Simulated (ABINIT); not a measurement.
# GaGe (F-43m) in ABINIT: further runs, part 2 of 2

ABINIT 10.8.3 (patched build).

### Step 4. Single point, AM05

File run.abi:

```
# Pseudopotentials
pp_dirpath "./"
pseudos "Ge.GGA_PBE-JTH.xml, Ga.GGA_PBE-JTH.xml"

# Structure
acell 7.7444194535 7.7444194535 7.7444194535
rprim
     0.0000000000     0.7071067812     0.7071067812
     0.7071067812     0.0000000000     0.7071067812
     0.7071067812     0.7071067812     0.0000000000
ntypat 2
znucl 32 31
natom 2
typat 1 2
xred
     0.0000000000     0.0000000000     0.0000000000
     0.2500000000     0.2500000000     0.2500000000

# Plane-wave basis
ecut 26.0
pawecutdg 48.0
pawxcdev 0

# k points
kptopt 1
ngkpt 8 8 8
nshiftk 1
shiftk 0.0 0.0 0.0

# Exchange and correlation
ixc -120135

# Bands and occupations
nband 18
occopt 3
tsmear 0.00183747

# SCF cycle
nstep 100
tolvrs 1.0e-9

# Output
iomode 3
prtwf 0
prtden 0
prteig 0
prtebands 0
```

Potentials or basis: JTH PAW PBE v2.0.

Run with:

```sh
$ abinit run.abi > log 2>&1
```

run.abo:

```text
.Version 10.8.3 of ABINIT
 Symmetries : space group F-4 3 m (#216); Bravais cF (face-center cubic)
================================================================================
 Values of the parameters that define the memory need of the present run
     intxc =       0    ionmov =       0      iscf =      17    lmnmax =      18
     lnmax =       6     mgfft =      36  mpssoang =       3    mqgrid =    3001
     natom =       2  nloc_mem =       2    nspden =       1   nspinor =       1
    nsppol =       1      nsym =      24    n1xccc =       1    ntypat =       2
    occopt =       3   xclevel =       2
       mpw =        2120          nfft =       46656          nkpt =          29
 PAW method is used; the additional fine FFT grid is defined by:
   mgfftf=        50    nfftf =    125000
================================================================================
================================================================================

--------------------------------------------------------------------------------
------------- Echo of variables that govern the present computation ------------
--------------------------------------------------------------------------------
 -outvars: echo values of preprocessed input variables --------
            acell      7.7444194535E+00  7.7444194535E+00  7.7444194535E+00 Bohr
              amu      7.26100000E+01  6.97230000E+01
             ecut      2.60000000E+01 Hartree
              ixc     -120135
         kptrlatt        8    0    0      0    8    0      0    0    8
          kptrlen      6.19553556E+01
            natom           2
            nband          18
            ngfft          36      36      36
          ngfftdg          50      50      50
             nkpt          29
            nstep         100
             nsym          24
           ntypat           2
           occopt           3
        pawecutdg      4.80000000E+01 Hartree
         pawxcdev           0
           prtden           0
        prtebands           0
           prteig           0
            prtwf           0
            rprim      0.0000000000E+00  7.0710678120E-01  7.0710678120E-01
                       7.0710678120E-01  0.0000000000E+00  7.0710678120E-01
                       7.0710678120E-01  7.0710678120E-01  0.0000000000E+00
          spgroup         216
           tolvrs      1.00000000E-09
           tsmear      1.83747000E-03 Hartree
            typat      1  2
           useylm           1
           xangst      0.0000000000E+00  0.0000000000E+00  0.0000000000E+00
                       1.4489219991E+00  1.4489219991E+00  1.4489219991E+00
            xcart      0.0000000000E+00  0.0000000000E+00  0.0000000000E+00
                       2.7380657560E+00  2.7380657560E+00  2.7380657560E+00
             xred      0.0000000000E+00  0.0000000000E+00  0.0000000000E+00
                       2.5000000000E-01  2.5000000000E-01  2.5000000000E-01
            znucl       32.00000   31.00000

================================================================================

 chkinp: Checking input parameters for consistency.

================================================================================
== DATASET  1 ==================================================================

--- !DatasetInfo
iteration_state: {dtset: 1, }
dimensions: {natom: 2, nkpt: 29, mband: 18, nsppol: 1, nspinor: 1, nspden: 1, mpw: 2120, }
cutoff_energies: {ecut:  26.0, pawecutdg:  48.0, }
electrons: {nelect:   2.70000000E+01, charge:   0.00000000E+00, occopt:   3.00000000E+00, tsmear:   1.83747000E-03, }
meta: {optdriver: 0, ionmov: 0, optcell: 0, iscf: 17, paral_kgb: 0, }
...

 Real(R)+Recip(G) space primitive vectors, cartesian coordinates (Bohr,Bohr^-1):
 R(1)=  0.0000000  5.4761315  5.4761315  G(1)= -0.0913053  0.0913053  0.0913053
[... 86 lines left out ...]
cartesian_forces: # hartree/bohr
- [  7.68290198E-31,   7.68290198E-31,  -2.30487059E-30, ]
- [ -7.68290198E-31,  -7.68290198E-31,   2.30487059E-30, ]
force_length_stats: {min:   2.54813032E-30, max:   2.54813032E-30, mean:   2.54813032E-30, }
...

 Integrated electronic density in atomic spheres:
 ------------------------------------------------
 Atom  Sphere_radius  Integrated_density
    1        2.30477         12.28334533
    2        2.10359         11.02831175

================================================================================

 ----iterations are completed or convergence reached----

 Mean square residual over all n,k,spin=   17.886E-10; max=  44.571E-08
 reduced coordinates (array xred) for    2 atoms
       0.000000000000      0.000000000000      0.000000000000
       0.250000000000      0.250000000000      0.250000000000
 rms dE/dt=  1.1900E-29; max dE/dt=  1.6829E-29; dE/dt below (all hartree)
    1       0.000000000000      0.000000000000      0.000000000000
    2      -0.000000000000     -0.000000000000      0.000000000000

 cartesian coordinates (angstrom) at end:
    1      0.00000000000000     0.00000000000000     0.00000000000000
    2      1.44892199905329     1.44892199905329     1.44892199905329

 cartesian forces (hartree/bohr) at end:
    1      0.00000000000000     0.00000000000000    -0.00000000000000
    2     -0.00000000000000    -0.00000000000000     0.00000000000000
 frms,max,avg= 1.4711637E-30 2.3048706E-30   0.000E+00  0.000E+00  0.000E+00 h/b

 cartesian forces (eV/Angstrom) at end:
    1      0.00000000000000     0.00000000000000    -0.00000000000000
    2     -0.00000000000000    -0.00000000000000     0.00000000000000
 frms,max,avg= 7.5650280E-29 1.1852121E-28   0.000E+00  0.000E+00  0.000E+00 e/A
 length scales=  7.744419453500  7.744419453500  7.744419453500 bohr
              =  4.098170283686  4.098170283686  4.098170283686 angstroms
 Fermi (or HOMO) energy (hartree) =   0.14458   Average Vxc (hartree)=  -0.32576
 Eigenvalues (hartree) for nkpt=  29  k points:
 kpt#   1, nband= 18, wtk=  0.00195, kpt=  0.0000  0.0000  0.0000 (reduced coord)
  -0.73481   -0.73481   -0.73481   -0.73413   -0.73413   -0.38210   -0.38210   -0.38210
  -0.37997   -0.37997   -0.24252    0.20665    0.20665    0.20665    0.22060    0.30518
   0.30518    0.30518
      occupation numbers for kpt#   1
   2.00000    2.00000    2.00000    2.00000    2.00000    2.00000    2.00000    2.00000
   2.00000    2.00000    2.00000    0.00000    0.00000    0.00000    0.00000    0.00000
   0.00000    0.00000
 prteigrs : prtvol=0 or 1, do not print more k-points.

--- !EnergyTerms
iteration_state     : {dtset: 1, }
comment             : Components of total free energy in Hartree
kinetic             :  1.13906505396962E+01
hartree             :  4.94814307389988E+01
xc                  : -3.84224024469929E+00
Ewald energy        : -8.97248059978675E+01
psp_core            :  3.60736692093571E+00
local_psp           : -1.43049558698008E+02
PAW spherical_terms : -2.46309306131076E+00
internal            : -1.74600249802255E+02
'-kT*entropy'       : -3.13134696918298E-04
total_energy        : -1.74600562936952E+02
total_energy_eV     : -4.75112335684312E+03
...

--- !EnergyTermsDC
iteration_state     : {dtset: 1, }
comment             : '"Double-counting" decomposition of free energy'
band_energy         : -1.12341587132664E+01
Ewald energy        : -8.97248059978675E+01
psp_core            :  3.60736692093571E+00
xc_dc               : -4.84544780701464E+01
PAW spherical_terms : -2.87941758472530E+01
internal            : -1.74600251707598E+02
'-kT*entropy'       : -3.13134696918298E-04
total_energy_dc     : -1.74600564842295E+02
total_energy_dc_eV  : -4.75112340869013E+03
...

--- !EnergyTermsWithPAWCore
iteration_state     : {dtset: 1, }
comment             : 'Components of total free energy, including PAW core contributions'
Total energy        : -4.03761952971047E+03
Total energy DC     : -4.03761953161582E+03
Total energy (eV)   : -1.09869224537268E+05
Total energy DC (eV): -1.09869224589115E+05
...

 Cartesian components of stress tensor (hartree/bohr^3)
  sigma(1 1)=  7.21703112E-05  sigma(3 2)=  0.00000000E+00
  sigma(2 2)=  7.21703112E-05  sigma(3 1)=  0.00000000E+00
  sigma(3 3)=  7.21703112E-05  sigma(2 1)=  0.00000000E+00

-Cartesian components of stress tensor (GPa)         [Pressure= -2.1233E+00 GPa]
- sigma(1 1)=  2.12332386E+00  sigma(3 2)=  0.00000000E+00
- sigma(2 2)=  2.12332386E+00  sigma(3 1)=  0.00000000E+00
- sigma(3 3)=  2.12332386E+00  sigma(2 1)=  0.00000000E+00

== END DATASET(S) ==============================================================
================================================================================

 -outvars: echo values of variables after computation  --------
            acell      7.7444194535E+00  7.7444194535E+00  7.7444194535E+00 Bohr
           etotal     -1.7460056484E+02
            fcart      7.6829019755E-31  7.6829019755E-31 -2.3048705926E-30
                      -7.6829019755E-31 -7.6829019755E-31  2.3048705926E-30
            rprim      0.0000000000E+00  7.0710678120E-01  7.0710678120E-01
                       7.0710678120E-01  0.0000000000E+00  7.0710678120E-01
                       7.0710678120E-01  7.0710678120E-01  0.0000000000E+00
           strten      7.2170311195E-05  7.2170311195E-05  7.2170311195E-05
                       0.0000000000E+00  0.0000000000E+00  0.0000000000E+00
           xangst      0.0000000000E+00  0.0000000000E+00  0.0000000000E+00
                       1.4489219991E+00  1.4489219991E+00  1.4489219991E+00
             xred      0.0000000000E+00  0.0000000000E+00  0.0000000000E+00
                       2.5000000000E-01  2.5000000000E-01  2.5000000000E-01
 Calculation completed.
```

Run time: 45 s. Hardware: 1 thread of Arm Neoverse V1, shared host; peak memory 0.14 GiB.

What came out:

| Item | Value |
| --- | --- |
| Free energy | -4751.1234 eV |
| Pressure | -2.1 GPa |
| Band gap on the k mesh | none (metal or under the smearing width) |
| Valence electrons inside the program's atomic spheres | Ge 12.28; Ga 11.03 |

Caveat: the PAW data sets were made with another functional, which shifts forces and pressure a little.

### Step 5. Single point, r2SCAN

run.abi: that of step 4 with these lines changed.

```diff
@@ -21,3 +21,2 @@
 pawecutdg 48.0
-pawxcdev 0
 
@@ -30,3 +29,5 @@
 # Exchange and correlation
-ixc -120135
+ixc -497498
+usekden 1
+pawxcdev 0
 
@@ -39,3 +40,3 @@
 nstep 100
-tolvrs 1.0e-9
+tolvrs 1.0e-7
```

Run with:

```sh
$ abinit run.abi > log 2>&1
```

Run time: 1.9 min. Hardware: 1 thread of Arm Neoverse V1, shared host; peak memory 0.18 GiB.

The run converged. Its results:

| Property | Result |
| --- | --- |
| Free energy | -4368.8646 eV |
| Pressure | -2.2 GPa |
| Band gap on the k mesh | none (metal or under the smearing width) |
| Valence electrons inside the program's atomic spheres | Ge 12.29; Ga 11.02 |

Levels at points of the mesh, in eV from the Fermi level:
```tsv
k point	band 11	band 12	band 13	band 14	band 15	band 16	band 17	band 18
(0.00, 0.00, 0.00)	-10.97	1.77	1.77	1.77	2.57	4.65	4.65	4.65
(0.50, 0.00, 0.00)	-8.91	-5.54	0.39	0.39	2.45	5.70	5.70	8.84
(0.50, 0.50, 0.00)	-7.79	-6.00	-1.32	-1.32	2.65	2.76	11.72	11.72
```

Caveat: totals of a meta-GGA on PAW files have another zero than those of a GGA; the PAW data sets were made with another functional, which shifts forces and pressure a little.

### Step 6. Summary

| level | gap on the mesh (eV) | pressure (GPa) |
| --- | --- | --- |
| RPBE | none | 1.9 |
| BLYP | none | 3.3 |
| AM05 | none | -2.1 |
| r2SCAN | none | -2.2 |

Alike in all rows: task single point; potentials or basis JTH PAW PBE v2.0; no spin polarisation; cell as given; k mesh 8 × 8 × 8; cutoff (eV) 707; smearing fermi-dirac 0.05 eV.

Every run on the cell as given and a fine mesh finds a metal. The pressure there spans -2.2 GPa (r2SCAN) to 3.3 GPa (BLYP); a positive pressure means that this level wants a larger cell, a negative one a smaller.

Caveats: the PAW data sets were made with another functional, which shifts forces and pressure a little; totals of a meta-GGA on PAW files have another zero than those of a GGA (some runs).

Total energies depend on the potentials used, so only differences within one code and one set of settings carry meaning.
